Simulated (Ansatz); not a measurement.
# CH6GaN (SMILES [CH3][GaH][NH2]) at BLYP/6-31G(d) (spherical functions)

What is the electronic atomisation energy of CH6GaN at BLYP/6-31G* (spherical functions)? 

The calculation is run with Ansatz 0.2.0.

65 further runs of the same task are left out: 1 that didn't finish, 64 set aside as unsound or not needed.

## (1) The structure to begin with

CH6GaN: 9 atoms, total charge 0, spin state singlet. SMILES: `[CH3][GaH][NH2]`. The coordinates come from a PBE0-D4/def2-TZVP relaxation.

Bond lengths: C1–Ga2 1.962 Å, Ga2–N3 1.819 Å, C1–H4 1.093 Å, C1–H5 1.093 Å, C1–H6 1.091 Å, Ga2–H7 1.566 Å, N3–H8 1.006 Å, N3–H9 1.006 Å. Some angles: C1–Ga2–N3 118.1°, C1–Ga2–H7 126.4°, N3–Ga2–H7 115.5°, Ga2–C1–H4 110.4°, Ga2–C1–H5 110.5°, Ga2–C1–H6 111.7°, Ga2–N3–H8 124.0°, Ga2–N3–H9 124.3°, H4–C1–H5 107.2°, H4–C1–H6 108.5°.

## (2) The energy at BLYP/6-31G(d) (spherical functions)

Input file job.yaml:

```yaml
crystal:
  periodic: [false, false, false]
  atoms:
    - {symbol: C, position_ang: [-0.279100, 0.944700, -1.124800]}
    - {symbol: Ga, position_ang: [0.513400, -0.531900, -0.104400]}
    - {symbol: "N", position_ang: [-0.068200, -0.807600, 1.596800]}
    - {symbol: H, position_ang: [-0.756000, 0.568300, -2.033100]}
    - {symbol: H, position_ang: [0.493400, 1.652200, -1.435600]}
    - {symbol: H, position_ang: [-1.026300, 1.483500, -0.540100]}
    - {symbol: H, position_ang: [1.617900, -1.521300, -0.608700]}
    - {symbol: H, position_ang: [0.276500, -1.536600, 2.197700]}
    - {symbol: H, position_ang: [-0.771600, -0.251300, 2.052200]}
basis:
  gaussian:
    orbitals: 6-31G_st_-spherical.json
hamiltonian:
  xc: {name: BLYP}
accuracy: high
output: {orbitals: {seedname: orbitals}}
```

The basis set 6-31G* is read from a file made from the Basis Set Exchange's data (not shown).

Run with:

```
ansatz run job.yaml --threads 1 --pin off --max-ram 3480MiB --events-out events.jsonl --progress --plain --runs-dir runs
```

What it wrote:

```text
Warning: RAYON_NUM_THREADS=1 ignored (pool sized by the plan → 1); use --threads N
Functional definition: BLYP
  name "BLYP"
  parameter beta = 0.0042
  parameter a = 0.04918
  parameter b = 0.132
  parameter c = 0.2533
  parameter d = 0.349
  exchange = b88_x(beta = beta)
  correlation = lyp_c(a = a, b = b, c = c, d = d)
1652 factors; integrals over basis functions are off by at most 4.7e-9 eV
mean field evaluation 1: about -54979.2682 eV, gradient 9.0e1 eV
mean field evaluation 2: about -54918.0864 eV, gradient 1.6e2 eV
mean field evaluation 4: about -54995.2180 eV, gradient 1.7e1 eV
mean field evaluation 8: about -54995.8800 eV, gradient 4.0e-1 eV
mean field evaluation 16: about -54995.8802 eV, gradient 4.7e-6 eV
mean field -54995.88022451 eV, -2021.0613207043 hartree, gradient 8.2e-8 eV, S^2 0.000000; 0 other end points of the search recorded, 0 dependent functions left out
reference -54995.88028099 eV, -2021.0613227797 hartree; 25, 25 occupied and 47, 47 virtual orbitals, 1652 factors
Total energy: -54995.88028099 eV, -2021.0613227797 hartree
```

Wall time 5.7 s (1 thread of Arm Neoverse V1, shared host); peak memory 0.2 GiB.

## (3) The C atom at the same level

Input file molecule.yaml:

```yaml
crystal:
  periodic: [false, false, false]
  atoms:
    - {symbol: C, position_ang: [0.000000, 0.000000, 0.000000]}
basis:
  gaussian:
    orbitals: 6-31G_st_-spherical.json
magnetization:
  spin_polarized: true
  initial_magnetization: 2
hamiltonian:
  xc: {name: BLYP}
accuracy: high
```

The basis set 6-31G* is read from a file made from the Basis Set Exchange's data (not shown).

Run the same way, it converges to -37.82999 Eh (log not shown).

## (4) The Ga atom

Input file job.yaml:

```yaml
crystal:
  periodic: [false, false, false]
  atoms:
    - {symbol: Ga, position_ang: [0.000000, 0.000000, 0.000000]}
basis:
  gaussian:
    orbitals: 6-31G_st_-spherical.json
total_charge: 0
magnetization:
  spin_polarized: true
  initial_magnetization: 1
hamiltonian:
  xc: {name: BLYP}
accuracy: high
```

The basis set 6-31G* is read from a file made from the Basis Set Exchange's data (not shown).

Run the same way, it converges to -1924.61423 Eh (log not shown).

## (5) The H atom

Input file in.yaml:

```yaml
crystal:
  periodic: [false, false, false]
  atoms:
    - {symbol: H, position_ang: [0.000000, 0.000000, 0.000000]}
basis:
  gaussian: {orbitals: "6-31G*"}
total_charge: 0
hamiltonian: {xc: {name: BLYP}}
magnetization: {spin_polarized: true, initial_magnetization: 1}
accuracy: high
```

Run with:

```
ansatz run in.yaml --threads 1 --pin off --max-ram 3480MiB --events-out events.jsonl --progress --plain --runs-dir runs
```

What it wrote, shortened:

```text
Warning: RAYON_NUM_THREADS=1 ignored (pool sized by the plan → 1); use --threads N
[... 9 set-up lines as earlier in the session ...]
3 factors; integrals over basis functions are off by at most 5.4e-10 eV
mean field evaluation 1: about -13.4819 eV, gradient 3.0e-1 eV
mean field evaluation 2: about -13.4827 eV, gradient 2.5e-2 eV
mean field evaluation 4: about -13.4818 eV, gradient 4.7e-6 eV
mean field evaluation 8: about -13.4818 eV, gradient 4.2e-8 eV
mean field -13.48175429 eV, -0.4954453319 hartree, gradient 4.2e-8 eV, S^2 0.750000; 0 other end points of the search recorded, 0 dependent functions left out
reference -13.48177882 eV, -0.4954462333 hartree; 1, 0 occupied and 1, 2 virtual orbitals, 3 factors
Total energy: -13.48177882 eV, -0.4954462333 hartree
```

Run time: 0.1 s. Hardware: 1 thread of Arm Neoverse V1, shared host.

## (6) The N atom

Input file molecule.yaml:

```yaml
crystal:
  periodic: [false, false, false]
  atoms:
    - {symbol: "N", position_ang: [0.000000, 0.000000, 0.000000]}
basis:
  gaussian:
    orbitals: 6-31G_st_-spherical.json
magnetization:
  spin_polarized: true
  initial_magnetization: 3
hamiltonian:
  xc: {name: BLYP}
accuracy: high
```

The basis set 6-31G* is read from a file made from the Basis Set Exchange's data (not shown).

Run the same way, it converges to -54.56637 Eh (log not shown).

## (7) Summary of results

Level: BLYP/6-31G* (spherical functions).

```
                     quantity           value
       molecule: total energy  -2021.06132 Eh
        molecule: HOMO energy        -5.43 eV
        molecule: LUMO energy        -0.80 eV
      molecule: HOMO–LUMO gap         4.64 eV
         C atom: total energy    -37.82999 Eh
                 C atom: ⟨S²⟩           2.002
        Ga atom: total energy  -1924.61423 Eh
                Ga atom: ⟨S²⟩           0.751
         H atom: total energy     -0.49545 Eh
                 H atom: ⟨S²⟩           0.750
         N atom: total energy    -54.56637 Eh
                 N atom: ⟨S²⟩           3.752
electronic atomisation energy       29.335 eV
```

Taking the molecule apart into free atoms costs 29.34 eV (2830 kJ/mol), before zero-point energy and without spin-orbit coupling.
